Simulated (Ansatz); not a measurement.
The system is ZrSiO.

```xyz
6
Lattice="3.3200 0.0000 0.0000 0.0000 3.3200 0.0000 0.0000 0.0000 7.3518" Properties=species:S:1:pos:R:3 pbc="T T T"
Zr    1.6600    0.0000    2.2674
Zr    0.0000    1.6600    5.0845
Si    0.0000    0.0000    0.0000
Si    1.6600    1.6600    0.0000
O     1.6600    0.0000    4.4941
O     0.0000    1.6600    2.8577
```

The cell comes from a database or a generator and needn't be the stable form of this composition.

* Program: Ansatz 0.2.0
* Task: single point
* Functional: PBE
* Potentials or basis: Ansatz PAW
* Cutoff: 420 eV (not typed: the program's choice for these potentials)
* k mesh: 8 × 8 × 4
* Occupations: fermi-dirac, width 0.05 eV
* Spin: no spin polarisation

On this cell: pressure -1.6 GPa; largest force 0.138 eV/Å; band gap on the k mesh none (metal or under the smearing width).

The same run follows on a disturbed copy (atoms moved at random, drawn with an rms of 0.05 Å):

```
CELL_PARAMETERS angstrom
3.31999 0.00000 0.00000
0.00000 3.31999 0.00000
0.00000 0.00000 7.35184
ATOMIC_POSITIONS crystal
Zr 0.50931 0.00004 0.30867
Zr 0.01172 0.49420 0.68770
Si 0.98794 0.00820 0.99622
Si 0.50772 0.50646 0.00491
O 0.50911 0.99040 0.61452
O 0.00294 0.49340 0.38815
```

What changes?

The energy (extrapolated to zero smearing) moves by +9.7 meV/atom; pressure -1.5 GPa; largest force 0.953 eV/Å; band gap on the k mesh none (metal or under the smearing width).

Forces in eV/Å, atoms in the order of the input:
```
Zr  -0.179  0.011  0.015
Zr  -0.137  0.147  0.433
Si   0.918 -0.205  0.152
Si  -0.657 -0.047 -0.317
O   -0.053  0.077 -0.440
O    0.107  0.016  0.158
```

Stress tensor (GPa, compression positive):
```
-1.20 -0.02 -0.19
-0.02 -1.00 -0.18
-0.19 -0.18 -2.41
```
